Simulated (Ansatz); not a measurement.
Runs of Ansatz 0.2.0 on HfIn4SiO6. Symmetry: C2/m, No. 12, monoclinic system. The conventional cell has a = 4.828 Å, b = 16.243 Å, c = 4.833 Å, α = 90.00°, β = 101.89°, γ = 90.00°. Hf (site symmetry 2/m) has 6 O at 2.03 to 2.13 Å as nearest neighbours. In (site symmetry 2) has 2 O at 2.31 Å as nearest neighbours. Around In (site symmetry 2) lie 2 O at 2.30 Å. Si (site symmetry 2/m) has 6 O at 1.72 to 1.89 Å as nearest neighbours. O (site symmetry m) is surrounded by 1 Si at 1.72 Å. Around O (site symmetry 1) lie 1 Si at 1.89 Å and 1 Hf at 2.13 Å. The cell was built by a generator and needn't be a form met in nature.

```tsv
task	level	U	cell	k mesh	cutoff (eV)	hubbard projectors	double counting	gap on the mesh (eV)	pressure (GPa)	largest force (eV/Å)
projected density of states	PBE+U	Hf d U = 6 eV	as given	6 × 6 × 6	420	ortho-atomic (the default)	fll (the default)	none	(b)	0.58
projected density of states	PBE+U	Hf d U = 4 eV	as given	6 × 6 × 6	420	ortho-atomic (the default)	fll (the default)	none	0.9	0.36
projected density of states	PBE+U	Hf d U = 8 eV	as given	6 × 6 × 6	420	ortho-atomic (the default)	fll (the default)	none	2.1	(a)
relaxation of cell and atoms	r2SCAN+rVV10	-	relaxed	4 × 4 × 4	500	-	-	0.71	0.0	0.01
projected density of states	PBE+U	Hf d U = 2 eV	as given	6 × 6 × 6	420	ortho-atomic (the default)	fll (the default)	none	0.5	(c)
```

Alike in all rows: potentials or basis Ansatz PAW; no spin polarisation; smearing fermi-dirac 0.05 eV.

Problem. Estimate the missing entries.

Solution. (a) 0.82; (b) 1.5; (c) 0.16.

Caveats: U without spin polarisation on a metal has little footing (some runs); the density of states is complete only up to the lowest level of the last band computed (some runs); the plane-wave basis is chosen anew once the cell has moved, so the energies of steps on either side of that aren't comparable (some runs); spin-orbit coupling is left out, which moves the levels of the heavy elements (some runs); the PAW data sets come from PBE, with cores solved anew for the run's functional, which leaves a small shift of forces and pressure (some runs).

A k mesh can miss the band edges, and the runs leave out spin-orbit coupling on Hf, In.

A gap of «none» marks a metal or a gap under the smearing width.

Not every run made on this cell is shown here.
